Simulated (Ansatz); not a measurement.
**Na3TlC: from a guess to a relaxed structure**

The task: take a trial cell of Na3TlC to zero force and stress.

Method: DFT PBE, scalar-relativistic, plane waves, PAW, in Ansatz 0.2.0.

## 1. The structure to begin with

Symmetry: P4mm, No. 99, tetragonal system. Conventional cell: a = 4.246 Å, b = 4.246 Å, c = 7.247 Å, α = 90.00°, β = 90.00°, γ = 90.00°. Na (site symmetry 2mm) is surrounded by 2 C at 2.92 Å and 6 Na at 3.00 to 3.17 Å and 2 Tl at 3.05 Å. Na (site symmetry 4mm) is surrounded by 1 Tl at 2.70 Å. Around Tl (site symmetry 4mm) lie 5 Na at 2.70 to 3.05 Å and 4 C at 3.01 Å. C (site symmetry 4mm) is surrounded by 4 Na at 2.92 Å and 4 Tl at 3.01 Å.

Coordinates:

```xyz
5
Lattice="4.2459 0.0000 0.0000 0.0000 4.2459 0.0000 0.0000 0.0000 7.2471" Properties=species:S:1:pos:R:3 pbc="T T T"
Na    2.1230    0.0000    7.0013
Na    0.0000    2.1230    7.0013
Na    0.0000    0.0000    2.1101
Tl    0.0000    0.0000    4.8090
C     2.1230    2.1230    4.9957
```

The cell is invented: random cell by space group and Wyckoff sites (P4mm, No. 99). Its size is a rough estimate.

## 2. A first look at the guess

The input, input.yaml:

```yaml
crystal:
  lattice:
    - [4.24591878, 0.0, 0.0]
    - [0.0, 4.24591878, 0.0]
    - [0.0, 0.0, 7.24714011]
  atoms:
    - { symbol: Na, position: [0.5, 0.0, 0.96608436] }
    - { symbol: Na, position: [0.0, 0.5, 0.96608436] }
    - { symbol: Na, position: [0.0, 0.0, 0.29116162] }
    - { symbol: Tl, position: [0.0, 0.0, 0.66356752] }
    - { symbol: C, position: [0.5, 0.5, 0.68933548] }
basis:
  ecutwfc: 420
kpoints:
  mp_grid: { grid: [4, 4, 4] }
hamiltonian:
  xc: pbe
scf:
  occupations: { method: gaussian, width: 0.1 }
  lower_state_search: "off"
output:
  forces: true
  stress: true
  eigenvalues: true
```

Launch:

```sh
> ansatz run input.yaml --threads 1 --pin off --max-ram 2560MiB --backend cpu --events-out ev --progress --plain --runs-dir out
```

Further runs follow: coarse relaxation; final relaxation.

Before running it: what results should come out? Wanted: conventional cell; volume; energy over the elements; gap on the mesh.

The runs gave:

| quantity | value |
| --- | --- |
| symmetry at the end (tolerance 0.05 Å) | space group P4mm (No. 99) |
| conventional cell | a = 3.986 Å, b = 3.986 Å, c = 8.997 Å, α = 90.00°, β = 90.00°, γ = 90.00° |
| volume | 28.59 Å³/atom |
| energy over the elements | +1.00 eV/atom |
| gap on the mesh | none (metal) |

In words: The space group P4mm (No. 99) is kept, and the volume per atom grows by 9.4 % from the first guess. With a positive formation energy it can't be a ground state. No finished test with a distortion of lower symmetry is shown, so the end may be a saddle point. Spin-orbit coupling is left out for Tl.
